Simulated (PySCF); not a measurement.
# F4H6P2Sn (trans-Sn(PH3)2F4): the cost of one run

Computed with PySCF 2.14.0 and routines of our own; the level stands in each step. Atoms count from 0.

### Step 1. The starting structure

13 atoms, charge 0, multiplicity 1; geometry from: GFN2-xTB.

### Step 2. Geometry optimisation at PBE0-D3(BJ)/def2-SVP

Job settings and geometry (Å):

```
{"job": {"xc": "PBE0", "basis": "def2-SVP", "d3": "d3bj", "grid": 1, "maxiter": 30, "shake": 0.03, "kind": "geom"}, "charge": 0, "multiplicity": 1}
Sn     0.070400    -0.076580     0.012650
P     -0.022130    -0.031700     2.795860
H      0.338530     1.095720     3.478420
H      0.870000    -0.932690     3.470500
H     -1.192060    -0.261220     3.457960
P     -0.007440     0.031860    -2.809590
H      1.174650     0.336500    -3.511030
H     -0.815720     0.884910    -3.477580
H     -0.318720    -1.117080    -3.442010
F      2.012450    -0.015230     0.063190
F     -2.029480     0.000740     0.005920
F      0.035060     2.014520     0.011480
F     -0.084900    -1.981860    -0.033580
```

The run is started by

```console
$ OMP_NUM_THREADS=1 python heavy_run.py task.json out
```

This one command runs all jobs of the session in turn.

Q: Estimate the wall time and peak memory of this first job on 1 thread of Intel Xeon Platinum 8259CL at 2.50GHz, shared host.

About 3.3 min, with a peak of 0.6 GiB.
